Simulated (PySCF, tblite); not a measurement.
# C₅H₉BNSi radical: geometry, infrared bands and EPR parameters

Aim: predict the infrared bands and EPR parameters of C₅H₉BNSi radical (`[H]/[C]=C\CNBC#C[SiH3]`).

Programs: tblite 0.8.0 and PySCF 2.14.0, with density-fitted response routines of our own. Each step states its level of theory. These are calculated values for one molecule in the gas phase, unless marked as measured. Atoms count from 0, in the outputs and in this text.

**1. The molecule as given**

17 atoms, charge 0, multiplicity 2; geometry from: force field or distance geometry start.

Bonds of the start (Å): C0–C1 1.31, C1–C2 1.49, C2–N3 1.41, N3–B4 1.52, B4–C5 1.54, C5–C6 1.21, C6–Si7 1.82, C0–H8 1.08, C1–H9 1.09, C2–H10 1.12, C2–H11 1.12, N3–H12 1.02, B4–H13 1.17, Si7–H14 1.48, Si7–H15 1.46, Si7–H16 1.46.

**2. Optimising the geometry with GFN2-xTB**

Job settings and geometry (Å):

```
{"job": {"kind": "relax", "xc": "GFN2-xTB", "basis": "xTB"}, "charge": 0, "multiplicity": 2}
C      1.125000     2.286400     0.421300
C      1.693400     1.125900     0.663600
C      1.834900     0.172300    -0.473900
N      1.939800    -1.134800     0.053500
B      0.769400    -1.596000     0.909200
C     -0.626500    -1.033600     0.572900
C     -1.729000    -0.595700     0.331100
Si    -3.397300     0.041000    -0.028000
H      0.783000     2.470500    -0.586800
H      2.057600     0.860100     1.654700
H      1.001700     0.314300    -1.204000
H      2.801700     0.458200    -0.958500
H      2.320000    -1.849400    -0.567700
H      1.012300    -2.079500     1.950900
H     -4.372500    -1.073000    -0.013600
H     -3.824700     1.059200     0.929600
H     -3.395700     0.586000    -1.377700
```

Run with:

```bash
$ OMP_NUM_THREADS=1 python probes_run.py task.json out
```

The driver reads the jobs from task.json and runs them one after another.

**Question.** This job is followed by: GFN2-xTB harmonic vibrations, gas phase; UKS B3LYP, pcH-1 on B C H N Si, non-relativistic, mean-field spin-orbit, GIAO. Predict these results of the whole session: strongest single infrared mode (GFN2-xTB); zero-point energy (GFN2-xTB); g(iso) (B3LYP); ⟨S²⟩; largest a(iso) (averaged by class); surface potential, 1st and 99th percentile.

**Answer**, as computed:

| quantity | value |
| --- | --- |
| strongest single infrared mode (GFN2-xTB) | 795 cm⁻¹, 474 km/mol |
| zero-point energy (GFN2-xTB) | 74.2 kcal/mol |
| g(iso) (B3LYP) | 2.00222 |
| ⟨S²⟩ | 0.759 (exact 0.75) |
| largest a(iso) (averaged by class) | 13C on C0, 316.4 MHz |
| surface potential, 1st and 99th percentile | -0.85 V and 1.82 V |

**Reading.** Over 117 steps the energy fell by 1.354 eV; of the close pairs, N3–B4 changed most, 1.521 to 1.390 Å. The lowest mode is slightly imaginary (7i cm⁻¹), a soft motion within the noise of the Hessian, so the minimum is not strictly shown. Unscaled tight-binding wavenumbers are off by several per cent, some by more. Its intensities can rank the bands wrongly. C0 carries the largest spin population, 1.02 e. The isotropic g lies 0.1 ppt below the free-electron value.
